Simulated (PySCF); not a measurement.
**InNH2BrF (SMILES [NH2][In]([F])[Br]) at 3 levels**

We compute a comparison of 3 runs (HF/def2-SVP, PBE0/def2-SVP, wB97X/def2-SVP) of InNH2BrF. Input form: a Python script.

The results are computed with PySCF 2.14.0.

## (1) The system as given

The species is InNH2BrF (6 atoms), meant as a singlet with charge 0. SMILES: `[NH2][In]([F])[Br]`. Geometry: relaxed at PBE0-D4/def2-TZVP.

Bond lengths: N1–In2 2.000 Å, In2–F3 1.942 Å, In2–Br4 2.437 Å, N1–H5 1.011 Å, N1–H6 1.010 Å. Angles: N1–In2–F3 116.9°, N1–In2–Br4 127.8°, F3–In2–Br4 115.0°, In2–N1–H5 114.6°, In2–N1–H6 115.6°, H5–N1–H6 109.5°.

## (2) Energy and gradient at HF/def2-SVP (core potential) (run 1)

mol.xyz

```xyz
6

N     -0.003900     1.242100    -0.097100
In     0.152700    -0.750700    -0.021300
F      1.472600    -1.481300     1.201200
Br    -0.939500    -2.389000    -1.456600
H      0.248700     1.717200     0.759000
H     -0.888600     1.597700    -0.431600
```

input.py

```python
# [NH2][In]([F])[Br]
import pyscf.grad
from pyscf import gto

mol = gto.M(
    atom='mol.xyz',
    verbose=4,
    basis='def2-svp',
    spin=0,
    ecp={'In': 'def2-svp'},
    max_memory=1860,
)

myscf = mol.RHF()
myscf.conv_tol = 1e-10
myscf.kernel()
if not myscf.converged:
    myscf = myscf.newton().run(myscf.mo_coeff, myscf.mo_occ)

e_tot = myscf.e_tot
print('Final energy', e_tot)
grad = myscf.Gradients().kernel()
dip = myscf.dip_moment()
pop, q = myscf.mulliken_pop()
```

Launch:

```
OMP_NUM_THREADS=1 python input.py
```

Output:

```text
PySCF version 2.14.0

[... 66 lines left out ...]
converged SCF energy = -2916.32334578483
Final energy -2916.32334578483
[... 12 lines left out ...]
Dipole moment(X, Y, Z, Debye): -2.15778,  2.64089,  0.11082
[... 64 lines left out ...]
pop of  3 Br 3py          1.99546
pop of  3 Br 3pz          1.99555
pop of  3 Br 4px          0.78127
pop of  3 Br 4py          0.75083
pop of  3 Br 4pz          0.75814
pop of  3 Br 5px          1.06950
pop of  3 Br 5py          1.00352
pop of  3 Br 5pz          1.02743
pop of  3 Br 3dxy         1.64576
pop of  3 Br 3dyz         1.64563
pop of  3 Br 3dz^2        1.64565
pop of  3 Br 3dxz         1.64583
pop of  3 Br 3dx2-y2      1.64571
pop of  3 Br 4dxy         0.34593
pop of  3 Br 4dyz         0.34620
pop of  3 Br 4dz^2        0.34589
pop of  3 Br 4dxz         0.34583
pop of  3 Br 4dx2-y2      0.34585
pop of  3 Br 5dxy         0.01282
pop of  3 Br 5dyz         0.01484
pop of  3 Br 5dz^2        0.01074
pop of  3 Br 5dxz         0.01155
pop of  3 Br 5dx2-y2      0.01092
pop of  4 H 1s            0.70355
pop of  4 H 2s            0.09105
pop of  4 H 2px           0.01203
pop of  4 H 2py           0.01353
pop of  4 H 2pz           0.02341
pop of  5 H 1s            0.70513
pop of  5 H 2s            0.09449
pop of  5 H 2px           0.02411
pop of  5 H 2py           0.01184
pop of  5 H 2pz           0.01323
 ** Mulliken atomic charges  **
charge of    0N =     -0.57666
charge of    1In =      1.21830
charge of    2F =     -0.59928
charge of    3Br =     -0.35000
charge of    4H =      0.15643
charge of    5H =      0.15120
```

Wall time 28 s (1 thread of Intel Xeon at 2.50GHz (Skylake/Cascade Lake), shared host); peak memory 0.2 GiB.

## (3) Energy and forces at PBE0/def2-SVP (core potential) (run 2)

run.py

```python
# [NH2][In]([F])[Br]
import pyscf.grad
from pyscf import gto, dft

mol = gto.M(
    atom='''
N     -0.007370     2.347229    -0.183492
In     0.288561    -1.418617    -0.040251
F      2.782811    -2.799251     2.269939
Br    -1.775398    -4.514556    -2.752575
H      0.469975     3.245038     1.434302
H     -1.679211     3.019215    -0.815606
''',
    basis='def2-svp',
    unit='bohr',
    max_memory=1860,
    verbose=4,
    ecp={'In': 'def2-svp'},
)

calc0 = dft.RKS(mol)
calc0.xc = 'pbe0'
calc0.conv_tol = 1e-10
calc0.grids.level = 5
calc0.kernel()
if not calc0.converged:
    calc0 = calc0.newton().run(calc0.mo_coeff, calc0.mo_occ)

e_final = calc0.e_tot
print('E(%s) = %.9f' % ('PBE0', e_final))
grad = calc0.Gradients().kernel()
dip = calc0.dip_moment()
pop, q = calc0.mulliken_pop()
```

Launch:

```
OMP_NUM_THREADS=1 python run.py
```

Output:

```text
PySCF version 2.14.0

[... 77 lines left out ...]
converged SCF energy = -2919.27575760584
[... 14 lines left out ...]
Dipole moment(X, Y, Z, Debye): -1.88556,  2.70127,  0.09686
[... 64 lines left out ...]
pop of  3 Br 3py          1.99230
pop of  3 Br 3pz          1.99244
pop of  3 Br 4px          0.80029
pop of  3 Br 4py          0.76659
pop of  3 Br 4pz          0.77601
pop of  3 Br 5px          1.02517
pop of  3 Br 5py          0.95154
pop of  3 Br 5pz          0.97789
pop of  3 Br 3dxy         1.63976
pop of  3 Br 3dyz         1.63963
pop of  3 Br 3dz^2        1.63963
pop of  3 Br 3dxz         1.63983
pop of  3 Br 3dx2-y2      1.63970
pop of  3 Br 4dxy         0.34855
pop of  3 Br 4dyz         0.34871
pop of  3 Br 4dz^2        0.34859
pop of  3 Br 4dxz         0.34848
pop of  3 Br 4dx2-y2      0.34854
pop of  3 Br 5dxy         0.01571
pop of  3 Br 5dyz         0.01747
pop of  3 Br 5dz^2        0.01407
pop of  3 Br 5dxz         0.01467
pop of  3 Br 5dx2-y2      0.01431
pop of  4 H 1s            0.70513
pop of  4 H 2s            0.09726
pop of  4 H 2px           0.01310
pop of  4 H 2py           0.01343
pop of  4 H 2pz           0.02125
pop of  5 H 1s            0.70601
pop of  5 H 2s            0.10034
pop of  5 H 2px           0.02174
pop of  5 H 2py           0.01228
pop of  5 H 2pz           0.01396
 ** Mulliken atomic charges  **
charge of    0N =     -0.42119
charge of    1In =      0.80789
charge of    2F =     -0.44393
charge of    3Br =     -0.23826
charge of    4H =      0.14983
charge of    5H =      0.14566
```

Wall time 72 s (1 thread of Intel Xeon at 2.50GHz (Skylake/Cascade Lake), shared host); peak memory 0.94 GiB.

## (4) Energy and gradient at wB97X/def2-SVP (core potential) (run 3)

geometry.xyz

```xyz
6
BrFH2InN
N     -0.003900     1.242100    -0.097100
In     0.152700    -0.750700    -0.021300
F      1.472600    -1.481300     1.201200
Br    -0.939500    -2.389000    -1.456600
H      0.248700     1.717200     0.759000
H     -0.888600     1.597700    -0.431600
```

job.py

```python
from pyscf import gto, dft

system = gto.Mole()
system.atom = 'geometry.xyz'
system.verbose = 4
system.basis = 'def2-svp'
system.ecp = {'In': 'def2-svp'}
system.max_memory = 1860
system.build()

mf = dft.RKS(system, xc='wb97x')
mf.grids.level = 5
mf.conv_tol = 1e-10
mf.kernel()
if not mf.converged:
    mf = mf.newton().run(mf.mo_coeff, mf.mo_occ)

e_final = mf.e_tot
print(f'total energy: {e_final:.8f} hartree')
grad = mf.nuc_grad_method().kernel()
mf.analyze()
```

Launch:

```
OMP_NUM_THREADS=1 python job.py
```

Output:

```text
PySCF version 2.14.0

[... 97 lines left out ...]
One-electron Energy =                -4859.903630176622755
[... 10 lines left out ...]
MO #6   energy= -24.678507445032   occ= 2
[... 8 lines left out ...]
MO #15  energy= -3.22338932536594  occ= 2
[... 8 lines left out ...]
MO #24  energy= -0.920431193917049 occ= 2
[... 8 lines left out ...]
MO #33  energy= -0.468647611757516 occ= 2
[... 8 lines left out ...]
MO #42  energy= 0.191775380905204  occ= 0
[... 8 lines left out ...]
MO #51  energy= 0.505325254509527  occ= 0
[... 8 lines left out ...]
MO #60  energy= 0.813807265776573  occ= 0
[... 8 lines left out ...]
MO #69  energy= 1.39645330191728   occ= 0
[... 8 lines left out ...]
MO #78  energy= 2.59586945171106   occ= 0
[... 8 lines left out ...]
MO #87  energy= 3.43264216181423   occ= 0
[... 8 lines left out ...]
MO #96  energy= 61.8399969810738   occ= 0
[... 66 lines left out ...]
pop of  3 Br 3pz          1.99979
pop of  3 Br 4px          1.90996
pop of  3 Br 4py          1.83909
pop of  3 Br 4pz          1.86339
pop of  3 Br 5px          0.00739
pop of  3 Br 5py          0.00727
pop of  3 Br 5pz          0.00700
pop of  3 Br 3dxy         1.99991
pop of  3 Br 3dyz         1.99991
pop of  3 Br 3dz^2        1.99992
pop of  3 Br 3dxz         1.99992
pop of  3 Br 3dx2-y2      1.99992
pop of  3 Br 4dxy         0.01291
pop of  3 Br 4dyz         0.01302
pop of  3 Br 4dz^2        0.00825
pop of  3 Br 4dxz         0.01036
pop of  3 Br 4dx2-y2      0.01012
pop of  3 Br 5dxy         0.00064
pop of  3 Br 5dyz         0.00045
pop of  3 Br 5dz^2        0.00055
pop of  3 Br 5dxz         0.00053
pop of  3 Br 5dx2-y2      0.00070
pop of  4 H 1s            0.77056
pop of  4 H 2s            0.01458
pop of  4 H 2px           0.00092
pop of  4 H 2py           0.00116
pop of  4 H 2pz           0.00175
pop of  5 H 1s            0.77513
pop of  5 H 2s            0.01220
pop of  5 H 2px           0.00172
pop of  5 H 2py           0.00102
pop of  5 H 2pz           0.00133
 ** Mulliken atomic charges  **
charge of    0N =     -0.99739
charge of    1In =      2.01847
charge of    2F =     -0.76398
charge of    3Br =     -0.67673
charge of    4H =      0.21103
charge of    5H =      0.20860
Dipole moment(X, Y, Z, Debye): -1.88975,  2.64337,  0.17241
```

Wall time 2 min (1 thread of Intel Xeon at 2.50GHz (Skylake/Cascade Lake), shared host); peak memory 0.94 GiB.

## (5) Overview of the runs

| run | level | integration grid | energy (Eh) | dipole moment (D) | HOMO energy (eV) | LUMO energy (eV) | wall time |
| --- | --- | --- | --- | --- | --- | --- | --- |
| 1 | HF/def2-SVP (core potential) | – | -2916.323346 | 3.41 | -11.33 | 1.25 | 28 s |
| 2 | PBE0/def2-SVP (core potential) | 5 | -2919.275758 | 3.30 | -7.91 | -1.99 | 72 s |
| 3 | wB97X/def2-SVP (core potential) | 5 | -2919.761951 | 3.25 | -10.31 | 0.07 | 2 min |

## (6) What came out

| quantity | value |
| --- | --- |
| run 3: total energy | -2919.76195 Eh |
| run 3: dipole moment | 3.25 D |
| run 3: HOMO energy | -10.31 eV |
| run 3: LUMO energy | 0.07 eV |
| run 3: HOMO–LUMO gap | 10.38 eV |
| run 3: largest force on an atom | 0.284 eV/Å |

In words: The dipole moment (its size) runs from 3.25 D (wB97X/def2-SVP) to 3.41 D (HF/def2-SVP). The HOMO–LUMO gap runs from 5.92 eV (PBE0/def2-SVP) to 12.58 eV (HF/def2-SVP). Exact exchange widens orbital gaps. Totals of different functionals can't be ranked against each other. All runs together took 3.7 min, the longest 2 min.
